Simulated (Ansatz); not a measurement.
# AlClFO radical: up Jacob's ladder to CCSD(T)

One table from this session's results is given with a row withheld; the runs are named, their logs left out.

Program: Ansatz 0.2.0, Gaussian basis. Level of theory: functionals in def2-TZVPP, the program's frozen cores in correlated methods. These are calculated values, not measurements.

Levels to be run: LDA (SPW92), PBE-D4, revPBE-D4, BLYP-D4, r2SCAN-D4, B97M-V, PBE0-D4, B3LYP-D4, r2SCANh-D4, r2SCAN0-D4, HSE06-D4, BHLYP-D4, CAM-B3LYP-D4, LC-ωPBE, ωB97X-V, ωB97M-V, B2PLYP, PBE-QIDH; CCSD(T)/def2-SVP; CCSD(T)/def2-TZVPP; MP2/def2-QZVPP; extrapolation to the limit; RPA on PBE.

### Structure used throughout

All runs share one geometry, relaxed beforehand with PBE0-D4 in a triple-zeta def2 set.

SMILES `[O][Al]([F])[Cl]`, 4 atoms, charge 0, spin multiplicity 2.

Atoms are counted from 1 here; the program's logs count them from 0.

Bond lengths: O1–Al2 1.724 Å, Al2–F3 1.632 Å, Al2–Cl4 2.063 Å. Angles: O1–Al2–F3 118.6°, O1–Al2–Cl4 118.4°, F3–Al2–Cl4 122.9°.

Set-up of the first run:

The input, in.yaml:

```yaml
crystal:
  periodic: [false, false, false]
  atoms:
    - {symbol: O, position_ang: [0.993301, 0.591677, 1.294794]}
    - {symbol: Al, position_ang: [0.061895, -0.095173, 0.016705]}
    - {symbol: F, position_ang: [0.278070, -1.671170, -0.348928]}
    - {symbol: Cl, position_ang: [-1.277666, 1.114366, -0.982870]}
basis:
  gaussian: {orbitals: def2-TZVPP}
magnetization: {spin_polarized: true, initial_magnetization: 1}
hamiltonian: {xc: lda}
output: {orbitals: {seedname: orbitals}}
```

Among the steps run: LDA; PBE-D4 (GGA); revPBE-D4 (GGA); BLYP-D4 (GGA); r2SCAN-D4 (meta-GGA); B97M-V (meta-GGA); PBE0-D4 (hybrid); B3LYP-D4 (hybrid); r2SCANh-D4 (hybrid); r2SCAN0-D4 (hybrid); HSE06-D4 (hybrid); BHLYP-D4 (hybrid); CAM-B3LYP-D4 (range-separated); LC-ωPBE-D4 (range-separated; the results give it without D4); ωB97X-V (range-separated); ωB97M-V (range-separated); B2PLYP (double hybrid); PBE-QIDH (double hybrid).

One of the session's tables, all rows but one given; the rest of the session is left out.

It belongs to the step «Orbital energies across the functionals». 

```
  functional  HOMO (eV)  LUMO (eV)  gap (eV)
 LDA (SPW92)      -7.93      -7.53      0.39
      PBE-D4      -7.87      -6.84      1.03
   revPBE-D4      -7.80      -6.65      1.15
     BLYP-D4      -7.76      -6.81      0.96
   r2SCAN-D4      -8.32      -6.05      2.27
      B97M-V      -8.37      -5.94      2.43
     PBE0-D4      -9.65      -4.93      4.72
    B3LYP-D4      -9.38      -5.54      3.83
  r2SCANh-D4      -8.97      -5.37      3.60
  r2SCAN0-D4      -9.92      -4.37      5.56
    HSE06-D4      -9.24      -5.34      3.90
    BHLYP-D4          ?          ?         ?
CAM-B3LYP-D4     -11.19      -3.85      7.34
     LC-ωPBE     -12.65      -2.29     10.36
     ωB97X-V     -12.21      -2.66      9.55
     ωB97M-V     -12.08      -2.69      9.39
```

**Question.** Estimate the row for BHLYP-D4.

Worked estimate for «HOMO (eV)». Against the share of exact exchange, BLYP-D4 (0, -7.76), B3LYP-D4 (0.2, -9.38) give a slope of -8.10 per unit share; at 0.5 the line stands at -11.81.

**Answer.** HOMO (eV): -11.22; LUMO (eV): -3.15; gap (eV): 8.08. In «HOMO (eV)» the line misses by -0.59.
